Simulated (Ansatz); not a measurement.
**C₂H₉FInP: basis-set convergence**

The task here is to estimate one member of a computed series from the others.

Computed with Ansatz 0.2.0, Gaussian basis. Level: one geometry, several basis sets.

Plan: PBE0-D4/def2-SVP; ωB97M-V/def2-SVP; PBE0-D4/def2-QZVPP; ωB97M-V/def2-QZVPP; the functionals' def2-TZVPP values are taken from earlier runs.

**The geometry**

All runs share one geometry, relaxed beforehand with PBE0-D4 in a triple-zeta def2 set. In takes the def2 core potential; no spin-orbit term is included.

SMILES `[CH3][In-]([CH3])([F])[PH3+]`, 14 atoms, charge 0, spin multiplicity 1.

Atoms are counted from 1 here; the program's logs count them from 0.

Bond lengths: C1–In2 2.142 Å, C1–H6 1.091 Å, C1–H7 1.090 Å, C1–H8 1.091 Å, In2–C3 2.142 Å, In2–F4 2.018 Å, In2–P5 2.819 Å, C3–H9 1.090 Å, C3–H10 1.091 Å, C3–H11 1.091 Å, P5–H12 1.408 Å, P5–H13 1.408 Å, P5–H14 1.416 Å. Angles: In2–C1–H6 110.6°, In2–C1–H7 108.8°, In2–C1–H8 110.8°, H6–C1–H7 108.9°, H6–C1–H8 108.4°, H7–C1–H8 109.3°, C1–In2–C3 139.4°, C1–In2–F4 108.9°, C1–In2–P5 103.2°, C3–In2–F4 108.9°, C3–In2–P5 103.3°, F4–In2–P5 69.9°, In2–C3–H9 108.7°, In2–C3–H10 110.6°, In2–C3–H11 110.8°, H9–C3–H10 108.9°, H9–C3–H11 109.3°, H10–C3–H11 108.4° and more.

Geometry (Å):

```mol
C2H9FInP
  3D, bonds by distance, orders not assigned

 14 13  0  0  0  0  0  0  0  0999 V2000
   -1.8679    1.3253   -0.5466 C   0  0
   -0.0136    0.6414    0.2782 In  0  0
    0.8536    0.2070    2.1875 C   0  0
    1.4665    1.0156   -1.0420 F   0  0
    0.5490   -1.6736   -1.2290 P   0  0
   -2.1709    2.2650   -0.0827 H   0  0
   -1.7375    1.4853   -1.6170 H   0  0
   -2.6588    0.5912   -0.3851 H   0  0
    1.9157    0.0024    2.0515 H   0  0
    0.7402    1.0559    2.8632 H   0  0
    0.3744   -0.6611    2.6426 H   0  0
    1.9316   -1.9296   -1.1513 H   0  0
    0.4911   -1.3377   -2.5953 H   0  0
    0.1137   -3.0163   -1.3452 H   0  0
  1  2  8  0
  2  3  8  0
  2  4  8  0
  2  5  8  0
  1  6  8  0
  1  7  8  0
  1  8  8  0
  3  9  8  0
  3 10  8  0
  3 11  8  0
  5 12  8  0
  5 13  8  0
  5 14  8  0
M  END
```

The first run:

Input file in.yaml:

```yaml
crystal:
  periodic: [false, false, false]
  atoms:
    - {symbol: C, position_ang: [-1.867914, 1.325253, -0.546558]}
    - {symbol: In, position_ang: [-0.013603, 0.641363, 0.278170]}
    - {symbol: C, position_ang: [0.853598, 0.207010, 2.187527]}
    - {symbol: F, position_ang: [1.466471, 1.015589, -1.042026]}
    - {symbol: P, position_ang: [0.549015, -1.673556, -1.228963]}
    - {symbol: H, position_ang: [-2.170942, 2.265014, -0.082691]}
    - {symbol: H, position_ang: [-1.737538, 1.485332, -1.616994]}
    - {symbol: H, position_ang: [-2.658807, 0.591233, -0.385077]}
    - {symbol: H, position_ang: [1.915720, 0.002406, 2.051486]}
    - {symbol: H, position_ang: [0.740189, 1.055950, 2.863212]}
    - {symbol: H, position_ang: [0.374352, -0.661142, 2.642567]}
    - {symbol: H, position_ang: [1.931587, -1.929580, -1.151334]}
    - {symbol: H, position_ang: [0.491142, -1.337666, -2.595316]}
    - {symbol: H, position_ang: [0.113730, -3.016306, -1.345204]}
basis:
  gaussian: {orbitals: def2-SVP}
hamiltonian: {xc: pbe0, dispersion: d4}
output: {orbitals: {seedname: orbitals}}
```

The run is started by

```sh
$ ansatz run in.yaml --threads 8 --pin off --events-out ev --progress --plain --max-ram 20889MiB
```

Among the steps run: PBE0-D4 in def2-SVP; ωB97M-V in def2-SVP; PBE0-D4 in def2-QZVPP; ωB97M-V in def2-QZVPP.

One table of the session follows, with a row left open; its other results are not shown here.

It belongs to the step «Density functionals: the series». 

```
functional       basis  HOMO (eV)  LUMO (eV)
   PBE0-D4    def2-SVP          ?          ?
   PBE0-D4  def2-TZVPP      -7.31      -0.07
   PBE0-D4  def2-QZVPP      -7.33      -0.29
   ωB97M-V    def2-SVP      -9.37       1.73
   ωB97M-V  def2-TZVPP      -9.50       1.14
   ωB97M-V  def2-QZVPP      -9.51       0.82
```

**Question.** Estimate the row for PBE0-D4, def2-SVP.

The run gave: HOMO (eV): -7.19; LUMO (eV): 0.25. In the column «HOMO (eV)» it is the highest.
